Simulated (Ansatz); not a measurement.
Write a Python script for Ansatz 0.2.0, Python API that makes a rigid scan of one bond length of ClFH2SeSn, SMILES [F][SnH]([Cl])[SeH]. Use (for the species named): CAM-B3LYP, def2-SVP basis, multiplicity 1.

```xyz
6

F    -0.8804    0.0850   -1.8798
Sn    0.0283    0.5458   -0.2566
Cl    2.2938    0.1167   -0.5746
Se   -0.7842   -0.8891    1.6427
H    -0.1946    2.2316    0.1225
H    -0.4208   -2.1540    0.8995
```

The script, `clfh2sesn.py`:
```python
"""Potential curve of ClFH2SeSn along one bond."""

import ansatz as az
from ase import Atoms
import numpy as np


def main() -> None:
    atoms = Atoms(["F", "Sn", "Cl", "Se", "H", "H"], positions=[
        [-0.8804, 0.085, -1.8798],
        [0.0283, 0.5458, -0.2566],
        [2.2938, 0.1167, -0.5746],
        [-0.7842, -0.8891, 1.6427],
        [-0.1946, 2.2316, 0.1225],
        [-0.4208, -2.154, 0.8995],
    ])
    geometry = az.Crystal.molecule_from_ase(atoms)

    symbols = [site.symbol for site in geometry.cartesian_sites]
    start = np.array([site.position_ang for site in geometry.cartesian_sites])
    axis = (start[3] - start[1]) / np.linalg.norm(start[3] - start[1])
    moving = [3, 5]
    lengths, energies = [2.213, 2.314, 2.415, 2.515, 2.616, 2.716, 2.817, 2.968], []
    for length in lengths:
        xyz = start.copy()
        xyz[moving] += (length - np.linalg.norm(start[3] - start[1])) * axis
        point = az.Crystal.molecule()
        for symbol, place in zip(symbols, xyz):
            point = point.atom(symbol, place.tolist())
        model = (
            point.calculation()
            .basis(gaussian="def2-SVP")
            .functional("cam_b3lyp")
        )
        data = model.run(threads=1).report
        energies.append(data["free_energy_ev"])
        print(f"r = {length:6.3f} A  E = {energies[-1]:.5f} eV  <S^2> = {abs(data['mean_field']['state']['spin_squared']):.3f}")

    # quartic fit about the minimum
    fit = np.polynomial.Polynomial.fit(lengths, np.array(energies) - min(energies), 4).convert()
    roots = [r.real for r in fit.deriv().roots() if abs(r.imag) < 1e-9 and fit.deriv(2)(r.real) > 0]
    r_e = min(roots, key=lambda r: abs(r - lengths[int(np.argmin(energies))]))
    print(f"minimum of the fit at {r_e:.4f} A, force constant {fit.deriv(2)(r_e):.2f} eV/A^2")


if __name__ == "__main__":
    main()
```

Running `python clfh2sesn.py` prints:
```text
r =  2.213 A  E = -86443.15679 eV  <S^2> = 0.000
r =  2.314 A  E = -86443.64227 eV  <S^2> = 0.000
r =  2.415 A  E = -86443.87829 eV  <S^2> = 0.000
r =  2.515 A  E = -86443.94100 eV  <S^2> = 0.000
r =  2.616 A  E = -86443.88574 eV  <S^2> = 0.000
r =  2.716 A  E = -86443.75179 eV  <S^2> = 0.000
r =  2.817 A  E = -86443.56419 eV  <S^2> = 0.000
r =  2.968 A  E = -86443.22757 eV  <S^2> = 0.000
minimum of the fit at 2.5111 A, force constant 11.96 eV/A^2
```

What to keep in mind:
- Total energies depend on the basis set; only differences at equal settings carry meaning.
- The rest of the molecule is held rigid at a force-field or estimated start geometry, and the basis set is modest; single-reference methods fail as a bond breaks.
- def2 sets replace the cores of elements past krypton by effective core potentials.
- The orbitals are restricted, so S² is zero by construction.
- Wall time of the script: 38 s on 1 thread of Arm Neoverse V2, on a shared host, peak memory 0.34 GiB.
